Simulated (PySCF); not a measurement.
# H6N2Nd (Nd(NH3)23+): the cost of one run

Method: PBE0, Nd lcecp-1-SVP with ECP49, N def2-SVP, H def2-SVP; scalar-relativistic core potentials, no spin–orbit coupling; program: PySCF 2.14.0.

2 further runs of the same task are left out: 2 for a known fault of the program.

## (1) Where the work starts

9 atoms, charge 3, spin multiplicity 1.

Bond lengths: Nd1–N2 2.583 Å, Nd1–N6 2.583 Å, N2–H3 1.020 Å, N2–H4 1.020 Å, N2–H5 1.020 Å, N6–H7 1.020 Å, N6–H8 1.020 Å, N6–H9 1.020 Å. Angles: N2–Nd1–N6 180.0°, Nd1–N2–H3 113.0°, Nd1–N2–H4 113.0°, Nd1–N2–H5 113.0°, H3–N2–H4 105.8°, H3–N2–H5 105.8°, H4–N2–H5 105.8°, Nd1–N6–H7 113.0°, Nd1–N6–H8 113.0°, Nd1–N6–H9 113.0°, H7–N6–H8 105.8°, H7–N6–H9 105.8°, H8–N6–H9 105.8°.

Geometry (Å):

```
Nd    0.0000    0.0000    0.0000
N     0.0000    0.0000    2.5825
H     0.8133    0.4696    2.9805
H    -0.8133    0.4696    2.9805
H     0.0000   -0.9392    2.9805
N     0.0000    0.0000   -2.5825
H     0.8133   -0.4696   -2.9805
H    -0.8133   -0.4696   -2.9805
H     0.0000    0.9392   -2.9805
```

Formal oxidation states: Nd +3. Each metal's 3 4f electrons lie in its core potential, so multiplicities, spins and levels count the valence alone.

## (2) SCF at the start, singlet

run.py (the lines that set the calculation) reads:

```python
mol = gto.M(atom='''
Nd     0.00000     0.00000     0.00000
N      0.00000     0.00000     2.58250
H      0.81330     0.46960     2.98050
H     -0.81330     0.46960     2.98050
H      0.00000    -0.93920     2.98050
N      0.00000     0.00000    -2.58250
H      0.81330    -0.46960    -2.98050
H     -0.81330    -0.46960    -2.98050
H      0.00000     0.93920    -2.98050''',
    basis={'Nd': 'lcecp-1-SVP', 'N': 'def2-SVP', 'H': 'def2-SVP'},
    ecp={'Nd': 'lcecp-1-SVP'},
    charge=3, spin=0)
mf = dft.RKS(mol, xc='PBE0')
mf.grids.atom_grid = (50, 194)  # f atoms: unpruned, at least (60, 302)
mf = mf.density_fit()  # fitting sets: Nd AutoAux, N def2-universal-JKFIT, H def2-universal-JKFIT
mf.conv_tol = 1e-08; mf.max_cycle = 55
mf.kernel(dm0)  # dm0: free metal ions and neutral atoms
```

On the command line:

```bash
$ OMP_NUM_THREADS=2 python run.py
```

**Question.** How long does this run take on 2 threads of Arm Neoverse V1, shared host, and how much memory does it need?

About 2.7 s, with a peak of 0.58 GiB.
